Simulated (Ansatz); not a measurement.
**CHGaP (sextet): the correlation ladder, cc-pVDZ**

Aim: climb from Hartree-Fock through coupled cluster and multireference methods for CHGaP (sextet) at one geometry and basis, and see what each rung misses.

Method: cc-pVDZ, core rule «outside noble gas», up to 20 orbitals frozen; program: Ansatz 0.2.0, Gaussian basis.

The runs, in order: UHF; CCSD(T) on ROHF; CCSD(T) on UHF; BCCD(T) on ROHF; CISD; CCSDT(Q) on ROHF; CCSDT(Q) on UHF; CASSCF and NEVPT2, 13 electrons in 11 orbitals.

26 further runs of the same task are left out: 1 for a known fault of the program, 14 that didn't finish, 11 set aside as unsound or not needed.

## 1. The system

The geometry is a PBE0/def2-TZVP stationary point (not a proven minimum) of the parent state, kept for this charge and spin. No spin-orbit coupling is included. The filled d shell of Ga may be among the frozen orbitals whatever the setting's name suggests; the logs give the count.

4 atoms, charge 0, spin multiplicity 6.

Atoms are counted from 1 here; the program's logs count them from 0.

Bond lengths: Ga1–C2 1.888 Å, Ga1–H4 1.569 Å, C2–P3 1.698 Å. Angles: C2–Ga1–H4 128.7°, Ga1–C2–P3 165.6°.

## 2. UHF

The input, in.yaml:

```yaml
crystal:
  periodic: [false, false, false]
  atoms:
    - {symbol: Ga, position_ang: [0.000001, -0.343840, 1.074099]}
    - {symbol: C, position_ang: [0.000008, -0.097288, -0.797987]}
    - {symbol: P, position_ang: [-0.000001, -0.300567, -2.483454]}
    - {symbol: H, position_ang: [-0.000008, 0.741696, 2.207342]}
basis:
  gaussian: {orbitals: cc-pVDZ}
magnetization: {spin_polarized: true, initial_magnetization: 5}
hamiltonian: {xc: hf}
output: {orbitals: {seedname: orbitals}}
```

Run with:

```console
> ansatz run in.yaml --threads 1 --pin off --events-out ev --progress --plain --max-ram 2393MiB
```

The runs that follow: CCSD(T) on ROHF; CCSD(T) on UHF; BCCD(T) on ROHF; CISD; CCSDT(Q) on ROHF; CCSDT(Q) on UHF; CASSCF and NEVPT2, 13 electrons in 11 orbitals.

Q: Predict the results of all the runs planned. Wanted: UCCSDT(Q) below the RHF energy; RMP2 from UCCSDT(Q); UMP2 from UCCSDT(Q); RCCSD from UCCSDT(Q); RCCSD(T) from UCCSDT(Q); UCCSD(T) from UCCSDT(Q); RCCSDT(Q) from UCCSDT(Q); NEVPT2 frontier from UCCSDT(Q); T1 diagnostic.

The runs gave:

```
                         quantity                      value
   UCCSDT(Q) below the RHF energy                 -6.8971 eV
              RMP2 from UCCSDT(Q)                +1361.0 meV
              UMP2 from UCCSDT(Q)                +1405.7 meV
             RCCSD from UCCSDT(Q)                 +229.6 meV
          RCCSD(T) from UCCSDT(Q)                  +56.9 meV
          UCCSD(T) from UCCSDT(Q)                  +49.1 meV
         RCCSDT(Q) from UCCSDT(Q)                   +8.7 meV
   NEVPT2 frontier from UCCSDT(Q)                +1472.5 meV
levels within 1 kcal/mol (43 meV)  RCCSDT, UCCSDT, RCCSDT(Q)
                    T1 diagnostic                      0.025
```

What this shows: RCCSD(T) misses by +56.9 meV, 0.8 % of the correlation energy. These misses are within one basis, not against nature; the frozen cores of restricted and unrestricted runs differ, which can shift their rows.
